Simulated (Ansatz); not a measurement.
# C₂H₇BSi: how energies converge with the basis set

Aim: see how fast density functionals converge with the basis set for C₂H₇BSi.

Computed with Ansatz 0.2.0, Gaussian basis. Level: one geometry, several basis sets.

The runs, in order: PBE0-D4/def2-SVP; ωB97M-V/def2-SVP; PBE0-D4/def2-QZVPP; ωB97M-V/def2-QZVPP; the functionals' def2-TZVPP values are taken from earlier runs.

## (1) Structure used throughout

All runs share one geometry, relaxed beforehand with PBE0-D4 in a triple-zeta def2 set.

SMILES `B1CC[SiH2]1`, 11 atoms, charge 0, spin multiplicity 1.

Atoms are counted from 1 here; the program's logs count them from 0.

Bond lengths: B1–C2 1.572 Å, B1–Si4 2.021 Å, B1–H5 1.193 Å, C2–C3 1.555 Å, C2–H6 1.106 Å, C2–H7 1.095 Å, C3–Si4 1.906 Å, C3–H8 1.093 Å, C3–H9 1.091 Å, Si4–H10 1.492 Å, Si4–H11 1.493 Å. Angles: C2–B1–Si4 86.1°, C2–B1–H5 129.7°, Si4–B1–H5 144.1°, B1–C2–C3 101.2°, B1–C2–H6 103.1°, B1–C2–H7 120.1°, C3–C2–H6 109.2°, C3–C2–H7 116.9°, H6–C2–H7 105.4°, C2–C3–Si4 90.7°, C2–C3–H8 110.3°, C2–C3–H9 116.1°, Si4–C3–H8 110.0°, Si4–C3–H9 120.7°, H8–C3–H9 108.0°, B1–Si4–C3 75.9°, B1–Si4–H10 126.6°, B1–Si4–H11 112.3° and more.

## (2) PBE0-D4 in def2-SVP

Contents of in.yaml:

```yaml
crystal:
  periodic: [false, false, false]
  atoms:
    - {symbol: B, position_ang: [-0.591788, 0.743803, -1.006188]}
    - {symbol: C, position_ang: [-0.355518, 0.908560, 0.539631]}
    - {symbol: C, position_ang: [0.692086, -0.209550, 0.806717]}
    - {symbol: Si, position_ang: [0.158315, -1.119603, -0.781095]}
    - {symbol: H, position_ang: [-0.993826, 1.534088, -1.804638]}
    - {symbol: H, position_ang: [-1.326442, 0.607828, 0.974844]}
    - {symbol: H, position_ang: [-0.142664, 1.897074, 0.960512]}
    - {symbol: H, position_ang: [1.705099, 0.183812, 0.689044]}
    - {symbol: H, position_ang: [0.631972, -0.701934, 1.777895]}
    - {symbol: H, position_ang: [1.193729, -1.771313, -1.634419]}
    - {symbol: H, position_ang: [-0.905563, -2.129567, -0.501703]}
basis:
  gaussian: {orbitals: def2-SVP}
hamiltonian: {xc: pbe0, dispersion: d4}
output: {orbitals: {seedname: orbitals}}
```

Run with:

```sh
$ ansatz run in.yaml --threads 2 --pin off --events-out ev --progress --plain --max-ram 4352MiB
```

Further steps of the session: ωB97M-V in def2-SVP; PBE0-D4 in def2-QZVPP; ωB97M-V in def2-QZVPP.

Q: Predict the results of all the runs planned. Wanted: PBE0-D4: double and triple zeta above quadruple; ωB97M-V: double and triple zeta above quadruple.

**Answer**, as computed:

| quantity | value |
| --- | --- |
| PBE0-D4: double and triple zeta above quadruple | 6.23, 0.43 eV |
| ωB97M-V: double and triple zeta above quadruple | 6.42, 0.40 eV |

For PBE0-D4 the step from double to triple zeta gains 5.80 eV and the next only 0.43 eV. Total energies overstate the basis error of differences, where much of it tends to cancel.
